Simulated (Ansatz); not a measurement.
# CdF₂: functionals against CCSD(T) at one geometry

One table from this session's results is given with a row withheld; the runs are named, their logs left out.

Method: single points in def2-TZVPP; program: Ansatz 0.2.0, Gaussian basis.

Cores are frozen in the correlated methods. Filled d shells of the heavier atoms are correlated. Core potentials replace the inner electrons past krypton, and spin-orbit coupling is left out.

## The starting structure

SMILES `[F][Cd][F]`, 3 atoms, charge 0, spin multiplicity 1.

Atoms are counted from 1 here; the program's logs count them from 0.

Bond lengths: F1–Cd2 2.072 Å, Cd2–F3 1.911 Å. Angles: F1–Cd2–F3 98.4°.

Coordinates:

```xyz
3

F     1.34250    0.27930    0.76130
Cd   -0.49140    0.65510   -0.12660
F    -0.95740   -1.14310   -0.57460
```

Set-up of the first run:

Contents of run/in.yaml:

```yaml
crystal:
  periodic: [false, false, false]
  atoms:
    - {symbol: F, position_ang: [1.342500, 0.279300, 0.761300]}
    - {symbol: Cd, position_ang: [-0.491400, 0.655100, -0.126600]}
    - {symbol: F, position_ang: [-0.957400, -1.143100, -0.574600]}
basis:
  gaussian: {orbitals: def2-TZVPP}
correlation: {method: ccsd_t}
output: {forces: true}
```

No record of the launch command was kept for these runs.

Steps of the session up to this table: CCSD(T)/def2-TZVPP; PBE0-D4/def2-TZVPP; wB97M-V/def2-TZVPP; r2SCAN-D4/def2-TZVPP; PBE-D4/def2-TZVPP; BHLYP-D4/def2-TZVPP; wB97X-V/def2-TZVPP.

One table of the session follows, with a row left open; its other results are not shown here.

```
   method  RMS force component (eV/Å)  angle to CCSD(T) forces (°)  dipole (D)
  CCSD(T)                       1.080                    reference        7.13
  PBE0-D4                       1.039                          3.8        6.83
  wB97M-V                           ?                            ?           ?
r2SCAN-D4                       1.012                          6.9        6.45
   PBE-D4                       0.982                         20.8        5.95
 BHLYP-D4                       1.107                          1.5        7.49
  wB97X-V                       1.081                          2.6        7.13
```

**Question.** Estimate the row for wB97M-V.

The run gave: RMS force component (eV/Å): 1.072; angle to CCSD(T) forces (°): 4.3; dipole (D): 7.07. In the column «RMS force component (eV/Å)» it lies between PBE0-D4 (1.039) and CCSD(T) (1.080).
